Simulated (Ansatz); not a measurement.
# WS2 (Tungstenite): a point defect seen from the nuclei (F on an S site), part 2 of 3

How do the nuclei near a point defect see it? The defect is F on an S site in WS2 (Tungstenite) (cell charge 0), first unrelaxed. The cell is a supercell built from a structure deposited in the COD (the entry's cell lengths or inner coordinates differ somewhat from later room-temperature determinations). Planned: a single point, then a relaxation, then a check of chi_scale with hubbard.

Ansatz 0.2.0; DFT, PBE, plane-wave PAW, default files, scalar-relativistic, as far as a step names no other.

## Step 3: Ions relaxed

The COD entry's cell or inner coordinates are ideal or old and differ from later refinements, so a difference from it is no clean test against experiment.

File input.yaml:

```yaml
crystal:
  lattice:
    - [6.36, 0.0, 0.0]
    - [-4.77, 8.261882352, 0.0]
    - [0.0, 0.0, 12.5]
  atoms:
    - { symbol: W, position: [0.1666666666, 0.2222222222, 0.25] }
    - { symbol: W, position: [0.1666666666, 0.5555555556, 0.25] }
    - { symbol: W, position: [0.1666666666, 0.8888888889, 0.25] }
    - { symbol: W, position: [0.6666666666, 0.2222222222, 0.25] }
    - { symbol: W, position: [0.6666666666, 0.5555555556, 0.25] }
    - { symbol: W, position: [0.6666666666, 0.8888888889, 0.25] }
    - { symbol: W, position: [0.3333333334, 0.1111111111, 0.75] }
    - { symbol: W, position: [0.3333333334, 0.4444444444, 0.75] }
    - { symbol: W, position: [0.3333333334, 0.7777777778, 0.75] }
    - { symbol: W, position: [0.8333333334, 0.1111111111, 0.75] }
    - { symbol: W, position: [0.8333333334, 0.4444444444, 0.75] }
    - { symbol: W, position: [0.8333333334, 0.7777777778, 0.75] }
    - { symbol: F, position: [0.1666666666, 0.2222222222, 0.625], spin: 1.0 }
    - { symbol: S, position: [0.1666666666, 0.5555555556, 0.625] }
    - { symbol: S, position: [0.1666666666, 0.8888888889, 0.625] }
    - { symbol: S, position: [0.6666666666, 0.2222222222, 0.625] }
    - { symbol: S, position: [0.6666666666, 0.5555555556, 0.625] }
    - { symbol: S, position: [0.6666666666, 0.8888888889, 0.625] }
    - { symbol: S, position: [0.3333333334, 0.1111111111, 0.125] }
    - { symbol: S, position: [0.3333333334, 0.4444444444, 0.125] }
    - { symbol: S, position: [0.3333333334, 0.7777777778, 0.125] }
    - { symbol: S, position: [0.8333333334, 0.1111111111, 0.125] }
    - { symbol: S, position: [0.8333333334, 0.4444444444, 0.125] }
    - { symbol: S, position: [0.8333333334, 0.7777777778, 0.125] }
    - { symbol: S, position: [0.1666666666, 0.2222222222, 0.875] }
    - { symbol: S, position: [0.1666666666, 0.5555555556, 0.875] }
    - { symbol: S, position: [0.1666666666, 0.8888888889, 0.875] }
    - { symbol: S, position: [0.6666666666, 0.2222222222, 0.875] }
    - { symbol: S, position: [0.6666666666, 0.5555555556, 0.875] }
    - { symbol: S, position: [0.6666666666, 0.8888888889, 0.875] }
    - { symbol: S, position: [0.3333333334, 0.1111111111, 0.375] }
    - { symbol: S, position: [0.3333333334, 0.4444444444, 0.375] }
    - { symbol: S, position: [0.3333333334, 0.7777777778, 0.375] }
    - { symbol: S, position: [0.8333333334, 0.1111111111, 0.375] }
    - { symbol: S, position: [0.8333333334, 0.4444444444, 0.375] }
    - { symbol: S, position: [0.8333333334, 0.7777777778, 0.375] }
magnetization:
  spin_polarized: true
kpoints:
  mp_grid: { grid: [4, 3, 2] }
scf:
  occupations: { method: fermi_dirac, width: 0.01 }
hamiltonian:
  xc: pbe
  pseudopotentials: { kind: paw }
output:
  forces: true
  stress: true
  populations: true
  efg: { quadrupole_moments_barn: { S: -0.0694 }, contact_densities: true }
  write_density: true
  write_potential: true
  elf: true
  volumetric_format: npy
relax:
  f_tol: 0.03
  max_steps: 40
```

Command:

```
$ ansatz run input.yaml --threads 4 --pin off --max-ram 10240MiB --backend cpu --events-out ev --progress --plain --runs-dir out
```

Standard output:

```text
[... 1 line left out ...]
Warning: RAYON_NUM_THREADS=4 ignored (pool sized by the plan → 4); use --threads N
W: output.efg is read without spin–orbit coupling, which moves field gradients at and beside such atoms by some per cent and up to a factor of two; PAW files take it under magnetization.noncollinear and magnetization.spin_orbit
Engine: ansatz 0.2.0, aarch64-unknown-linux-gnu
Pseudopotentials: kind: paw
Pseudopotential: W, paw, valence charge 14, recommended cutoff 420 eV (normal), W.paw.azcp
Pseudopotential: F, paw, valence charge 7, recommended cutoff 420 eV (normal), F.paw.azcp
Pseudopotential: S, paw, valence charge 6, recommended cutoff 420 eV (normal), S.paw.azcp
Functional definition: PBE
  parameter kappa = 0.804
  parameter beta = 0.06672455060314922
  exchange = pbe_x(kappa = kappa, mu = beta*pi^2/3)
  correlation = pbe_c(beta = beta)
Crystal: 36 atoms, lattice volume = 656.820 Å³
Basis set: ecut = 420 eV, 12797 PW (Γ), exchange–correlation on 90×128×180 points (8 copies of the dense FFT grid, shifted against one another)
Bands: 193, of which v1, the nominal top of the filled ones, is band 157 counted from 1 (156 counted from 0)
Symmetry: 1 space group operations
Space group: P1 (ITA 1), of the structure as read, at distance tolerance 8.7e-5 Å
Magnetic group: BNS 1.1 (UNI 1), of the structure as read, at distance tolerance 8.7e-5 Å
k-points: 14 of 24 (time reversal used)
Non-local potential: W, projectors of the file, l = 0: 3, l = 1: 2, l = 2: 2, l = 3: 1
Non-local potential: F, projectors of the file, l = 0: 2, l = 1: 2, l = 2: 1
Non-local potential: S, projectors of the file, l = 0: 2, l = 1: 2, l = 2: 2
PAW form: soft (Blöchl's): semilocal exchange-correlation on the pseudo side does not see the compensation charge
PAW one-centre angular grid: W, 590 points (default); XC on 64 Gauss nodes
PAW one-centre angular grid: F, 110 points (default); XC on 64 Gauss nodes
PAW one-centre angular grid: S, 110 points (default); XC on 64 Gauss nodes
Starting moments: Σ|m| = 1 μB on 1 of 36 sites
Initial wavefunctions: pseudopotential atomic-orbital guess
Functional: x = pbe(κ = 0.804, μ = 0.2195149727645171), c = pbe(β = 0.06672455060314922)
SCF iter   1: F=—  HF=-146176.609076 eV  |F-HF|=—  |Δ(HF+E_count)|=         —  Δρ=7.97e-2 (↑7.97e-2 ↓6.32e-2)  dr2=2.57e2  dr2_m=4.70e-1  M=0.017 μB ∫|m|=0.990 μB  β_m=0.30  ethr=3.10e-3  ⟨swp⟩=6.8  Hψ=22880  notcnv=0  defer=15
Mixer restart at iter 1: flushing history
preconditioner: auto → Kerker (q_TF=auto, 2.411 Å⁻¹)  [metal: Δε(μ)=0.001 eV  Ē_g=8.615 eV  σ=0.010 eV  W_gap=0.03  n_scr=158 (ndim 8)  ℏωp=21.3 eV  f_vac=0.009  D(μ)=17.15/eV (n_scr^D=110)]
spin=Collinear: Kerker preconditioning applied to the charge; magnetization (m = ρ↑ − ρ↓) channel mixes plain (no charge-response kernel on spin).
SCF iter   2: F=—  HF=-146204.486921 eV  |F-HF|=—  |Δ(HF+E_count)|=    2.79e1  Δρ=2.29e-2 (↑2.27e-2 ↓2.29e-2)  dr2=5.89e1  dr2_m=2.52e-1  M=0.016 μB ∫|m|=0.623 μB  β_m=0.32  ethr=3.10e-3  ⟨swp⟩=4.2  Hψ=14271  notcnv=0  defer=729
SCF iter   3: F=—  HF=-146201.134082 eV  |F-HF|=—  |Δ(HF+E_count)|=    3.35e0  Δρ=1.85e-2 (↑1.57e-2 ↓1.85e-2)  dr2=3.25e1  dr2_m=2.66e-1  M=0.015 μB ∫|m|=0.509 μB  β_m=0.57  ethr=3.10e-3  ⟨swp⟩=3.6  Hψ=7143  notcnv=0  defer=757
SCF iter   4: F=—  HF=-146200.987955 eV  |F-HF|=—  |Δ(HF+E_count)|=   1.46e-1  Δρ=6.89e-3 (↑6.89e-3 ↓5.62e-3)  dr2=5.78e0  dr2_m=9.21e-3  M=-0.032 μB ∫|m|=0.119 μB  β_m=0.67  ethr=3.10e-3  ⟨swp⟩=6.4  Hψ=15587  notcnv=0  defer=771
SCF iter   5: F=—  HF=-146200.412528 eV  |F-HF|=—  |Δ(HF+E_count)|=   5.75e-1  Δρ=3.17e-3 (↑3.17e-3 ↓3.13e-3)  dr2=1.64e0  dr2_m=4.49e-4  M=-0.018 μB ∫|m|=0.054 μB  β_m=0.73  ethr=1.85e-3  ⟨swp⟩=4.8  Hψ=7985  notcnv=0  defer=769
SCF iter   6: F=—  HF=-146200.238214 eV  |F-HF|=—  |Δ(HF+E_count)|=   1.74e-1  Δρ=1.86e-3 (↑1.68e-3 ↓1.86e-3)  dr2=8.22e-1  dr2_m=5.29e-4  M=-0.012 μB ∫|m|=0.026 μB  β_m=0.79  ethr=5.23e-4  ⟨swp⟩=4.4  Hψ=6715  notcnv=0  defer=780
[... 109 lines left out ...]
  atom  19  S  V_zz =    -4.553919   η = 0.0016   by run symmetry: allowed   C_q = +7.6419 MHz
            electrostatic potential = -1637.911060 V   contact ρ = 19770.539608 e/Å³   contact ρ_s (e/Å³): all electrons -0.001853, valence -0.001826
  atom  20  S  V_zz =    -4.567032   η = 0.0036   by run symmetry: allowed   C_q = +7.6639 MHz
            electrostatic potential = -1637.914629 V   contact ρ = 19770.601412 e/Å³   contact ρ_s (e/Å³): all electrons +0.018635, valence +0.018446
  atom  21  S  V_zz =    -4.583164   η = 0.0038   by run symmetry: allowed   C_q = +7.6909 MHz
            electrostatic potential = -1637.915992 V   contact ρ = 19770.600936 e/Å³   contact ρ_s (e/Å³): all electrons -0.001132, valence -0.001071
  atom  22  S  V_zz =    -4.561126   η = 0.0038   by run symmetry: allowed   C_q = +7.6540 MHz
            electrostatic potential = -1637.915150 V   contact ρ = 19770.612987 e/Å³   contact ρ_s (e/Å³): all electrons +0.017809, valence +0.017651
  atom  23  S  V_zz =    -4.566601   η = 0.0041   by run symmetry: allowed   C_q = +7.6631 MHz
            electrostatic potential = -1637.911439 V   contact ρ = 19770.575940 e/Å³   contact ρ_s (e/Å³): all electrons +0.016460, valence +0.016353
  atom  24  S  V_zz =    -4.560788   η = 0.0052   by run symmetry: allowed   C_q = +7.6534 MHz
            electrostatic potential = -1637.913890 V   contact ρ = 19770.594665 e/Å³   contact ρ_s (e/Å³): all electrons +0.000806, valence +0.000866
  atom  25  S  V_zz =    -4.860989   η = 0.0624   by run symmetry: allowed   C_q = +8.1572 MHz
            electrostatic potential = -1637.892113 V   contact ρ = 19770.160771 e/Å³   contact ρ_s (e/Å³): all electrons +0.063377, valence +0.062291
  atom  26  S  V_zz =    -5.138220   η = 0.2830   by run symmetry: allowed   C_q = +8.6224 MHz
            electrostatic potential = -1637.810017 V   contact ρ = 19770.784131 e/Å³   contact ρ_s (e/Å³): all electrons +0.021644, valence +0.021956
  atom  27  S  V_zz =    -4.501374   η = 0.4763   by run symmetry: allowed   C_q = +7.5537 MHz
            electrostatic potential = -1637.899598 V   contact ρ = 19770.587769 e/Å³   contact ρ_s (e/Å³): all electrons +0.019502, valence +0.021326
  atom  28  S  V_zz =    -4.989916   η = 0.6445   by run symmetry: allowed   C_q = +8.3735 MHz
            electrostatic potential = -1637.808314 V   contact ρ = 19770.765882 e/Å³   contact ρ_s (e/Å³): all electrons +0.007255, valence +0.008278
  atom  29  S  V_zz =    -5.085316   η = 0.2290   by run symmetry: allowed   C_q = +8.5336 MHz
            electrostatic potential = -1637.835771 V   contact ρ = 19770.628168 e/Å³   contact ρ_s (e/Å³): all electrons +0.018314, valence +0.018218
  atom  30  S  V_zz =    -5.021257   η = 0.2157   by run symmetry: allowed   C_q = +8.4261 MHz
            electrostatic potential = -1637.837132 V   contact ρ = 19770.648484 e/Å³   contact ρ_s (e/Å³): all electrons -0.007789, valence -0.007305
  atom  31  S  V_zz =    -4.648390   η = 0.0126   by run symmetry: allowed   C_q = +7.8004 MHz
            electrostatic potential = -1637.923185 V   contact ρ = 19770.627630 e/Å³   contact ρ_s (e/Å³): all electrons -0.002472, valence -0.002361
  atom  32  S  V_zz =    -4.665072   η = 0.0126   by run symmetry: allowed   C_q = +7.8284 MHz
            electrostatic potential = -1637.926709 V   contact ρ = 19770.663850 e/Å³   contact ρ_s (e/Å³): all electrons +0.028282, valence +0.028038
  atom  33  S  V_zz =    -4.563331   η = 0.0015   by run symmetry: allowed   C_q = +7.6577 MHz
            electrostatic potential = -1637.909942 V   contact ρ = 19770.601954 e/Å³   contact ρ_s (e/Å³): all electrons +0.010243, valence +0.010145
  atom  34  S  V_zz =    -4.682080   η = 0.0110   by run symmetry: allowed   C_q = +7.8569 MHz
            electrostatic potential = -1637.928566 V   contact ρ = 19770.674861 e/Å³   contact ρ_s (e/Å³): all electrons +0.047861, valence +0.047376
  atom  35  S  V_zz =    -4.500495   η = 0.0053   by run symmetry: allowed   C_q = +7.5522 MHz
            electrostatic potential = -1637.910404 V   contact ρ = 19770.631249 e/Å³   contact ρ_s (e/Å³): all electrons +0.018299, valence +0.018151
  atom  36  S  V_zz =    -4.510610   η = 0.0126   by run symmetry: allowed   C_q = +7.5692 MHz
            electrostatic potential = -1637.909473 V   contact ρ = 19770.610623 e/Å³   contact ρ_s (e/Å³): all electrons +0.012499, valence +0.012411
--- Band table (eV; the first three rows and the last of 28) ---
[... 4 lines left out ...]
--- Relaxed structure (12 steps of the walk, 11 accepted, 0 SCFs on fresh bases) ---
  F+E_penalty+E_count = -146200.43664296 eV   max|allowed force component| = 1.375e-2 eV/Å
  atoms:
[... 36 lines left out ...]
--- Löwdin populations: 36 sites ---
  site symbol       q [e]    m [muB]
[... 36 lines left out ...]
  spilling = 0.008944 (of n_electrons = 313.000000)
```

Wall time 38 min (4 threads of Arm Neoverse V2, shared host); peak memory 4.8 GiB.

The steps of the relaxation:

```csv
step,energy change (eV),largest force component (eV/Å)
1,0.0000,0.771
2,-0.0890,0.495
3,-0.1411,0.350
4,-0.2049,0.263
5,-0.2109,0.141
6,-0.2250,0.165
7 (rejected),-0.2228,0.724
8,-0.2499,0.393
9,-0.2718,0.330
10,-0.2867,0.062
11,-0.2870,0.038
12,-0.2874,0.014
```

Largest displacement: 0.371 Å (atom 13, F); mean 0.039 Å.

The run ends with gap on the mesh 0.30 eV, largest force 0.016 eV/Å, pressure 1.2 GPa, net moment 1.00 μB.

Beside the values of step 2 (V_zz in 10²¹ V/m²; 9 of 35 rows, with the four largest changes of size):

| site | atoms | V_zz, PBE | V_zz, PBE relaxed | η, PBE | η, PBE relaxed | m, PBE (μB) | m, PBE relaxed (μB) |
| --- | --- | --- | --- | --- | --- | --- | --- |
| F | 13 | -2.85 | -9.58 | 0.23 | 0.43 | 0.05 | 0.06 |
| W8 | 8 | -26.4 | -22.2 | 0.87 | 0.85 | 0.06 | 0.04 |
| W10 | 10 | -23.3 | -21.5 | 0.83 | 0.73 | 0.09 | 0.05 |
| W7 | 7 | -23.4 | -18.85 | 0.83 | 0.83 | 0.08 | 0.38 |
| S25 | 25 | -3.93 | -4.86 | 0.06 | 0.06 | 0.00 | 0.00 |
| S15 | 15 | -4.03 | -4.27 | 0.44 | 0.47 | 0.00 | 0.00 |
| S18 | 18 | -4.03 | -3.98 | 0.41 | 0.23 | 0.00 | 0.01 |
| S17 | 17 | -4.14 | -4.32 | 0.37 | 0.28 | 0.00 | 0.01 |
| S14 | 14 | -4.08 | -4.22 | 0.41 | 0.37 | 0.00 | 0.00 |

Like atoms gathered into sites: 11 of 34, those nearest the defect, the farthest of each element and the two largest gradients.

| site | atoms | distance from the defect (Å) | V_zz (10²¹ V/m²) | η | C_Q (MHz) | m (μB) | A_iso (MHz) |
| --- | --- | --- | --- | --- | --- | --- | --- |
| F | 13 | 0.00 | -9.58 | 0.43 | – | 0.06 | 606.6 (¹⁹F) |
| W10 | 10 | 2.17 | -21.5 | 0.73 | – | 0.05 | -1.2 (¹⁸³W) |
| W8 | 8 | 2.17 | -22.2 | 0.85 | – | 0.04 | 4.9 (¹⁸³W) |
| W7 | 7 | 2.72 | -18.85 | 0.83 | – | 0.38 | 56.4 (¹⁸³W) |
| S14 | 14 | 2.89 | -4.22 | 0.37 | 7.09 (³³S) | 0.00 | 2.4 (³³S) |
| S16 | 16 | 2.94 | -3.92 | 0.74 | 6.57 (³³S) | 0.00 | 1.0 (³³S) |
| S25 | 25 | 2.98 | -4.86 | 0.06 | 8.16 (³³S) | 0.00 | 3.2 (³³S) |
| S18 | 18 | 3.17 | -3.98 | 0.23 | 6.68 (³³S) | 0.01 | 0.9 (³³S) |
| S17 | 17 | 3.18 | -4.32 | 0.28 | 7.25 (³³S) | 0.01 | 1.6 (³³S) |
| W3 | 3 | 5.95 | -17.51 | 0.00 | – | 0.00 | 0.0 (¹⁸³W) |
| S21 | 21 | 7.65 | -4.58 | 0.00 | 7.69 (³³S) | 0.00 | -0.1 (³³S) |

Direction of the V_zz axis (Cartesian unit vector):

```csv
site,atom,x,y,z
W1,1,0.00,0.00,1.00
W2,2,0.00,-0.01,1.00
W3,3,0.00,0.00,1.00
W6,6,0.00,0.00,1.00
W7,7,-0.35,0.17,0.92
W8,8,-0.07,-0.45,0.89
W9,9,0.02,0.02,1.00
W10,10,0.40,0.29,0.87
W11,11,0.00,0.06,1.00
W12,12,-0.03,-0.06,1.00
```

The sizes of the gradients above 0.15 moved by 3.0 % in the median, over a factor of two at the site that moves most (small gradients counted from 0.15; F, -2.85 to -9.58).

Density in a lattice plane of the grid's cell (edges 9.54 and 12.50 Å, at 0.330 of the third edge), which holds W and S.

Ten even steps from ' ' (0.01 e/Å³) to '@' (4.71 e/Å³):
```
                                    
          ..          ..          ..
        ....        ....        ....
..++%%--      --**::      --**::    
..@@@@##    ..@@@@%%..  ..@@@@%%..  
  --++..      --%%--      --##--    
..                    ..        ....
                      ..          ..
                                    
                                    
    ..          ..          ..      
  ::..::      ::..::      ::..::    
  ::..::      ::..::      ::..::    
  ......      ......      ......    
..      ..::..      ..::..      ..::
  ......      ......      ......    
  ::..::      ::..::      ::..::    
  ::..::      ::..::      ::..::    
    ..          ..          ..      
                                    
```
Columns run along the first of these edges and rows up along the second, over one cell in 18 and 20 even steps from the bottom left corner. Atoms in the plane (fractional): W at (0.11, 0.76), W at (0.44, 0.75), W at (0.78, 0.75), S at (0.11, 0.12), S at (0.44, 0.12), S at (0.78, 0.13), S at (0.11, 0.38), S at (0.44, 0.38), S at (0.78, 0.38).

ELF in the same plane.

Ten even steps from '0' (0.01) to '9' (0.95):
```
300046400047400056
721378721378721378
622377732477732377
267435347335347434
261723270723270723
246411157425257535
732101102377732377
731001101378721378
400000000046400047
013300033100013100
499940599930499940
784861784861784861
771862771862771862
266621266621266621
211124211124211124
266621266621266621
772862772862772862
784861784861784861
499940499940499930
012100012000012000
```
Columns run along the first of these edges and rows up along the second, over one cell in 18 and 20 even steps from the bottom left corner. Atoms in the plane (fractional): W at (0.11, 0.76), W at (0.44, 0.75), W at (0.78, 0.75), S at (0.11, 0.12), S at (0.44, 0.12), S at (0.78, 0.13), S at (0.11, 0.38), S at (0.44, 0.38), S at (0.78, 0.38).

Both are smooth fields of the valence electrons: close to the nuclei they are not physical.

Spin density (up less down) in a lattice plane of the grid's cell (edges 9.54 and 12.50 Å, at 0.330 of the third edge), which holds W and S.

Ten even steps from '0' (0.00 e/Å³) to '9' (0.20 e/Å³):
```
000000000000000000
000000000000000000
010000000000000000
292200000000000000
033421100100000000
014931001000000000
001210000000000000
000000000000000000
000000000000000000
000000000000000000
000000000000000000
000000000000000000
000000000000000000
000000000000000000
000000000000000000
000000000000000000
000000000000000000
000000000000000000
000000000000000000
000000000000000000
```
Columns run along the first of these edges and rows up along the second, over one cell in 18 and 20 even steps from the bottom left corner. Atoms in the plane (fractional): W at (0.11, 0.76), W at (0.44, 0.75), W at (0.78, 0.75), S at (0.11, 0.12), S at (0.44, 0.12), S at (0.78, 0.13), S at (0.11, 0.38), S at (0.44, 0.38), S at (0.78, 0.38).

The highest ELF values outside the cores: 0.96 beside S, off the lines to its neighbours, 0.9 Å from S; 0.87 on the S–W line, 0.8 Å from S; 0.87 in the shell around S, 0.7 Å from S.

[end of part 2 of 3]
